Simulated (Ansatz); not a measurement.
**RPA@PBE/STO-3G run of InH2 (SMILES [InH2])**

Aim: the electronic atomisation energy of InH2 at RPA@PBE/STO-3G, from 3 runs. 

The results are computed with Ansatz 0.2.0.

22 further runs of the same task are left out: 22 set aside as unsound or not needed.

## 1. The structure to begin with

InH2: 3 atoms, total charge 0, spin state doublet. As SMILES, `[InH2]`. Geometry: relaxed at PBE0-D4/def2-TZVP.

Bond lengths: In1–H2 1.758 Å, In1–H3 1.758 Å. Angles: H2–In1–H3 120.6°.

## 2. A single-point energy at RPA@PBE/STO-3G

run.yaml reads:

```yaml
crystal:
  periodic: [false, false, false]
  atoms:
    - {symbol: In, position_ang: [0.384600, -0.425400, 0.149800]}
    - {symbol: H, position_ang: [0.691300, 1.265400, 0.521600]}
    - {symbol: H, position_ang: [-1.086900, -0.904800, -0.684700]}
basis:
  gaussian:
    orbitals: STO-3G
hamiltonian:
  xc: pbe
magnetization:
  spin_polarized: true
  initial_magnetization: 1
accuracy: high
correlation:
  method: rpa
  frozen_orbitals: {H: 0, In: 18}
```

Run with:

```console
$ ansatz run run.yaml --threads 1 --pin off --max-ram 2610MiB --events-out events.jsonl --progress --plain --runs-dir runs
```

What it wrote:

```text
Warning: RAYON_NUM_THREADS=1 ignored (pool sized by the plan → 1); use --threads N
Functional definition: PBE
  name "PBE"
  parameter kappa = 0.804
  parameter beta = 0.06672455060314922
  exchange = pbe_x(kappa = kappa, mu = beta*pi^2/3)
  correlation = pbe_c(beta = beta)
499 factors; integrals over basis functions are off by at most 4.0e-9 eV
mean field evaluation 1: about -154703.0282 eV, gradient 1.8e1 eV
mean field evaluation 2: about -154703.0060 eV, gradient 1.8e1 eV
mean field evaluation 4: about -154706.2396 eV, gradient 1.8e0 eV
mean field evaluation 8: about -154706.2837 eV, gradient 2.1e-3 eV
mean field evaluation 16: about -154706.2837 eV, gradient 6.3e-9 eV
mean field -154706.28368834 eV, -5685.3510618610 hartree, gradient 4.5e-9 eV, S^2 0.750288; 0 other end points of the search recorded, 0 dependent functions left out
18 core orbitals not correlated: weight in the atoms' cores, before any rotation towards them, 1.000 or more for the frozen orbitals, at most 0.000 for the correlated occupied ones
reference -154667.77505941 eV, -5683.9358958499 hartree; 8, 7 occupied and 3, 4 virtual orbitals, 499 factors
Total energy: -154669.94011787 eV, -5684.0154602807 hartree
```

Wall time 1.8 s (1 thread of Arm Neoverse V2, shared host); peak memory 0.12 GiB.

## 3. The H atom, same level

job.yaml reads:

```yaml
crystal:
  periodic: [false, false, false]
  atoms:
    - symbol: H
      position_ang: [0.000000, 0.000000, 0.000000]
basis:
  gaussian:
    orbitals: STO-3G
magnetization:
  spin_polarized: true
  initial_magnetization: 1
hamiltonian:
  xc: {name: PBE}
correlation:
  method: rpa
  frozen_orbitals: {H: 0}
accuracy: high
```

Run the same way, it converges to -0.46658 Eh (log not shown).

## 4. The In atom

input.yaml reads:

```yaml
crystal:
  periodic: [false, false, false]
  atoms:
    - {symbol: In, position_ang: [0.000000, 0.000000, 0.000000]}
basis:
  gaussian: {orbitals: STO-3G}
magnetization: {spin_polarized: true, initial_magnetization: 1}
hamiltonian: {xc: pbe}
correlation: {method: rpa, frozen_orbitals: {In: 18}}
accuracy: high
```

Run with:

```console
$ ansatz run input.yaml --threads 1 --pin off --max-ram 2610MiB --events-out events.jsonl --progress --plain --runs-dir runs
```

What it wrote, cut to the lines that bear on the results:

```text
Warning: RAYON_NUM_THREADS=1 ignored (pool sized by the plan → 1); use --threads N
Functional definition: PBE
  name "PBE"
[...]
251 factors; integrals over basis functions are off by at most 4.7e-9 eV
[...]
mean field -154672.53779491 eV, -5684.1109231515 hartree, gradient 1.0e-8 eV, S^2 0.750000; 3 other end points of the search recorded, 0 dependent functions left out
18 core orbitals not correlated: weight in the atoms' cores, before any rotation towards them, 1.000 or more for the frozen orbitals, at most 0.000 for the correlated occupied ones
reference -154636.17481771 eV, -5682.7746083868 hartree; 7, 6 occupied and 2, 3 virtual orbitals, 251 factors
Total energy: -154637.89450264 eV, -5682.8378056424 hartree
```

It took 2 s on 1 thread of Arm Neoverse V2, shared host; peak memory 0.1 GiB.

## 5. Results

Level: RPA@PBE/STO-3G, 18 core orbitals frozen.

| quantity | value |
| --- | --- |
| molecule: total energy | -5684.01546 Eh |
| molecule: RPA correlation energy (valence) | -79.6 mEh |
| molecule: ⟨S²⟩ of the reference determinant | 0.750 |
| H atom: total energy | -0.46658 Eh |
| H atom: RPA correlation energy | 0.0 mEh |
| H atom: ⟨S²⟩ of the reference determinant | 0.750 |
| In atom: total energy | -5682.83781 Eh |
| In atom: RPA correlation energy (valence) | -63.2 mEh |
| In atom: ⟨S²⟩ of the reference determinant | 0.750 |
| electronic atomisation energy | 6.653 eV |

Taking the molecule apart into free atoms costs 6.65 eV (642 kJ/mol), before zero-point energy and without spin-orbit coupling. In a minimal basis such a difference can be off by several eV, whatever the method. Relativity is left out (molecule) although the molecule holds a heavy atom. Relativity is left out (In atom) although the molecule holds a heavy atom.
